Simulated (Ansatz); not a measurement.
# Co2C: the cost of one run

Program: Ansatz 0.2.0. Level of theory: DFT r2SCAN, scalar-relativistic, plane waves, PAW. These are calculated values, not measurements.

1 further run of the same task is left out (set aside as unsound or not needed).

## 1. The structure to begin with

It takes space group Pnnm (No. 58, orthorhombic). Conventional cell: a = 4.270 Å, b = 4.409 Å, c = 2.868 Å, α = 90.00°, β = 90.00°, γ = 90.00°. Co (site symmetry m) is surrounded by 3 C at 1.88 to 1.89 Å. C (site symmetry 2/m) has 6 Co at 1.88 to 1.89 Å as nearest neighbours.

Structure file:

```cif
data_structure
_symmetry_space_group_name_H-M 'Pnnm'
_symmetry_Int_Tables_number 58
_cell_length_a 4.2703
_cell_length_b 4.4091
_cell_length_c 2.8675
_cell_angle_alpha 90.000
_cell_angle_beta 90.000
_cell_angle_gamma 90.000
_cell_volume 53.99
loop_
_atom_site_label
_atom_site_type_symbol
_atom_site_symmetry_multiplicity
_atom_site_Wyckoff_symbol
_atom_site_fract_x
_atom_site_fract_y
_atom_site_fract_z
_atom_site_occupancy
Co1 Co 4 g 0.73813 0.65699 0.00000 1
C1 C 2 a 0.00000 0.00000 0.00000 1
```

## 2. Structure reported for this formula (Pnnm, No. 58)

input.yaml reads:

```yaml
crystal:
  lattice:
    - [4.2703169744, 0.0, 0.0]
    - [0.0, 4.4091285974, 0.0]
    - [0.0, 0.0, 2.8675364246]
  atoms:
    - { symbol: Co, position: [0.73812645, 0.6569861417, 0.0], spin: 0.65 }
    - { symbol: Co, position: [0.23812645, 0.8430138583, 0.5], spin: 0.65 }
    - { symbol: Co, position: [0.26187355, 0.3430138583, 0.0], spin: 0.65 }
    - { symbol: Co, position: [0.76187355, 0.1569861417, 0.5], spin: 0.65 }
    - { symbol: C, position: [0.0, 0.0, 0.0] }
    - { symbol: C, position: [0.5, 0.5, 0.5] }
basis:
  ecutwfc: 500
kpoints:
  mp_grid: { grid: [10, 8, 14] }
hamiltonian:
  xc: r2scan
scf:
  occupations: { method: gaussian, width: 0.1 }
output:
  forces: true
  stress: true
  eigenvalues: true
  populations: true
magnetization:
  spin_polarized: true
relax:
  adjacent_minimum: "off"
  f_tol: 0.01
  max_steps: 80
  cell: { stress_tol: 0.05 }
```

On the command line:

```bash
ansatz run input.yaml --threads 4 --pin off --max-ram 10240MiB --backend cpu --events-out ev --progress --plain --runs-dir out
```

What time and memory should one allow on 4 threads of Intel Xeon Platinum 8375C at 2.90GHz (Ice Lake), shared host?

About 4.4 min, with a peak of 1.5 GiB.
